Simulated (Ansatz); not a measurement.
# Cu12CO: the cost of one run

Method: DFT PBE, scalar-relativistic, plane waves, PAW, and further levels as typed in the inputs, in Ansatz 0.2.0.

## Step 1: Starting point

It takes space group Cm (No. 8, monoclinic). The conventional cell has a = 8.855 Å, b = 5.112 Å, c = 20.174 Å, α = 90.00°, β = 90.00°, γ = 90.00°. Around Cu (site symmetry m) lie 9 Cu at 2.56 Å. Cu (site symmetry 1) is surrounded by 9 Cu at 2.56 Å. Cu (site symmetry 1) is surrounded by 12 Cu at 2.56 Å. Cu (site symmetry m) is surrounded by 12 Cu at 2.56 Å. Cu (site symmetry 1) has 1 C at 1.93 Å as nearest neighbours. Around Cu (site symmetry m) lie 9 Cu at 2.56 Å and 1 C at 2.65 Å. Only part of the 11 independent sites is listed.

As a file:

```cif
data_structure
_symmetry_space_group_name_H-M 'Cm'
_symmetry_Int_Tables_number 8
_cell_length_a 8.8549
_cell_length_b 5.1124
_cell_length_c 20.1742
_cell_angle_alpha 90.000
_cell_angle_beta 90.000
_cell_angle_gamma 90.000
_cell_volume 913.28
loop_
_atom_site_label
_atom_site_type_symbol
_atom_site_symmetry_multiplicity
_atom_site_Wyckoff_symbol
_atom_site_fract_x
_atom_site_fract_y
_atom_site_fract_z
_atom_site_occupancy
Cu1 Cu 2 a 0.33333 0.50000 0.39655 1
Cu2 Cu 2 a 0.33333 0.00000 0.39655 1
Cu3 Cu 4 b 0.58333 0.25000 0.39655 1
Cu4 Cu 4 b 0.41667 0.75000 0.50000 1
Cu5 Cu 2 a 0.66667 0.50000 0.50000 1
Cu6 Cu 2 a 0.66667 0.00000 0.50000 1
Cu7 Cu 4 b 0.25000 0.75000 0.60345 1
Cu8 Cu 2 a 0.50000 0.50000 0.60345 1
Cu9 Cu 2 a 0.50000 0.00000 0.60345 1
C1 C 2 a 0.25000 0.50000 0.67533 1
O1 O 2 a 0.25000 0.50000 0.73332 1
```

## Step 2: Relaxing the atoms: Cu12CO slab, no spin

Contents of input.yaml:

```yaml
crystal:
  lattice:
    - [5.112382028, 0.0, 0.0]
    - [2.556191014, 4.4274527101, 0.0]
    - [0.0, 0.0, 20.1742424462]
  atoms:
    - { symbol: Cu, position: [0.1666666667, 0.1666666667, 0.3965452493] }
    - { symbol: Cu, position: [0.6666666667, 0.1666666667, 0.3965452493] }
    - { symbol: Cu, position: [0.1666666667, 0.6666666667, 0.3965452493] }
    - { symbol: Cu, position: [0.6666666667, 0.6666666667, 0.3965452493] }
    - { symbol: Cu, position: [-0.1666666667, 0.3333333333, 0.5] }
    - { symbol: Cu, position: [0.3333333333, 0.3333333333, 0.5] }
    - { symbol: Cu, position: [-0.1666666667, 0.8333333333, 0.5] }
    - { symbol: Cu, position: [0.3333333333, 0.8333333333, 0.5] }
    - { symbol: Cu, position: [0.0, 0.0, 0.6034547507] }
    - { symbol: Cu, position: [0.5, 0.0, 0.6034547507] }
    - { symbol: Cu, position: [0.0, 0.5, 0.6034547507] }
    - { symbol: Cu, position: [0.5, 0.5, 0.6034547507] }
    - { symbol: C, position: [0.25, 0.0, 0.6753285771] }
    - { symbol: O, position: [0.25, 0.0, 0.7333233199] }
scf:
  occupations: { method: gaussian, width: 0.1 }
output:
  forces: true
hamiltonian:
  xc: pbe
kpoints:
  mp_grid: { grid: [4, 4, 1] }
efield:
  axis: 3
  dipole_correction: true
relax:
  f_tol: 0.01
  max_steps: 80
  constraints: [{ sites: [0, 1, 2, 3] }]
```

Run with:

```sh
ansatz run input.yaml --threads 8 --pin off --max-ram 20480MiB --backend cpu --events-out ev --progress --plain --runs-dir out
```

What time and memory should one allow on 8 threads of Arm Neoverse N1, shared host?

About 80 s, with a peak of 1.9 GiB.
